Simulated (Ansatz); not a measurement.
# WH₃ (doublet): the correlation ladder, def2-SVP

The task here is to estimate one member of a computed series from the others.

Method: def2-SVP, core rule «outside noble gas», up to 4 orbitals frozen; program: Ansatz 0.2.0, Gaussian basis.

To be run: UHF; CCSD(T) on ROHF; CCSD(T) on UHF; CISD; CCSDT(Q) on ROHF; CCSDT(Q) on UHF; CASSCF and MRCISD+Q, 9 electrons in 9 orbitals; CASSCF and NEVPT2, 9 electrons in 9 orbitals.

29 further runs of the same task are left out: 3 for a known fault of the program, 12 that didn't finish, 14 set aside as unsound or not needed.

## The geometry

The geometry is a PBE0/def2-TZVP stationary point (not a proven minimum) of the parent state, kept for this charge and spin. No spin-orbit coupling is included. Elements past krypton take def2 core potentials.

4 atoms, charge 0, spin multiplicity 2.

Atoms are counted from 1 here; the program's logs count them from 0.

Bond lengths: W1–H2 1.710 Å, W1–H3 1.710 Å, W1–H4 1.710 Å. Angles: H2–W1–H3 112.3°, H2–W1–H4 112.3°, H3–W1–H4 112.3°.

Coordinates:

```xyz
4

W     0.0000    0.0000   -0.0078
H     1.6389    0.0142    0.4811
H    -0.8344    1.4116    0.4785
H    -0.8079   -1.4291    0.4721
```

The first run:

in.yaml reads:

```yaml
crystal:
  periodic: [false, false, false]
  atoms:
    - {symbol: W, position_ang: [0.000018, 0.000018, -0.007849]}
    - {symbol: H, position_ang: [1.638941, 0.014192, 0.481052]}
    - {symbol: H, position_ang: [-0.834382, 1.411605, 0.478453]}
    - {symbol: H, position_ang: [-0.807904, -1.429056, 0.472050]}
basis:
  gaussian: {orbitals: def2-SVP}
magnetization: {spin_polarized: true, initial_magnetization: 1}
hamiltonian: {xc: hf}
output: {orbitals: {seedname: orbitals}}
```

Command:

```console
$ ansatz run in.yaml --threads 1 --pin off --events-out ev --progress --plain --max-ram 2393MiB
```

Among the steps run: UHF; CCSD(T) on ROHF; CCSD(T) on UHF; CISD; CCSDT(Q) on ROHF; CCSDT(Q) on UHF; CASSCF and MRCISD+Q, 9 electrons in 9 orbitals; CASSCF and NEVPT2, 9 electrons in 9 orbitals.

One table of the session follows, with a row left open; its other results are not shown here.

```
          method  from RCCSDT(Q) (kcal/mol)
            ROHF                    +123.45
            RMP2                     +29.89
            UMP2                     +11.73
            CISD                     +19.16
           RCCSD                      +9.40
           UCCSD                     -14.51
        RCCSD(T)                      +4.46
        UCCSD(T)                     -23.39
          RCCSDT                      +0.91
          UCCSDT                     -28.08
       RCCSDT(Q)                          0
       UCCSDT(Q)                     -28.75
  CASSCF valence                     +76.02
  NEVPT2 valence                     +19.07
  MRCISD valence                      +4.53
MRCISD+Q valence                          ?
```

Estimate the missing values for MRCISD+Q valence.

**Answer.** from RCCSDT(Q) (kcal/mol): +0.14. In the column «from RCCSDT(Q) (kcal/mol)» it lies between RCCSDT(Q) (0) and RCCSDT (+0.91).

Left out of the table: UHF (another determinant or state than the rows shown).

To keep in mind: The determinant is far from a pure spin state, so its energy mixes those of several spin states (harmless only where they are near-degenerate, as at dissociation). The report flags that the cluster equations may have other roots. The program flags UCCSD(T), RCCSDT(Q), UCCSDT(Q) as in doubt, so the zero of the table is itself unsure. Warnings: spin contamination; coupled cluster took another determinant than the lowest; large T1 diagnostic. Restricted and unrestricted rows rest on different reference determinants; where their highest levels disagree by more than a few hundredths of an eV, they describe different states and don't form one ladder.
